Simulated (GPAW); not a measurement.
Crystal: CoO.

```
CELL_PARAMETERS angstrom
0.00000 2.13150 2.13150
2.13150 0.00000 2.13150
2.13150 2.13150 0.00000
ATOMIC_POSITIONS crystal
Co 0.00000 0.00000 0.00000
O 0.50000 0.50000 0.50000
```

Base run:

* Program: GPAW 26.7.0
* Functional: PBE
* Potentials or basis: GPAW PAW data sets (gpaw-data 1.2.1)
* Cutoff: 600 eV
* Basis: pw
* k mesh: 8 × 8 × 8
* Occupations: gaussian, width 0.05 eV
* Spin: collinear spin, ferromagnetic start
* Starting moments: [3.0, 0.0] μB
* Hubbard terms: Co d U = 2.5 eV

Its results: pressure -4.8 GPa; site moments Co +2.66; O +0.20 μB.

The run is repeated on the same cell with these changes: hubbard terms from Co d U = 2.5 eV to Co d U = 6 eV; fixed moment from none to 3 μB. What comes out?

Pressure -2.5 GPa; site moments Co +2.75; O +0.16 μB.

Caveats: the cutoff is short for stress and forces, so pressures can be off by a GPa or more; a cell with one magnetic atom can't hold antiferromagnetic order, which such compounds often take; the total moment is fixed, so each spin has its own Fermi level (some runs).
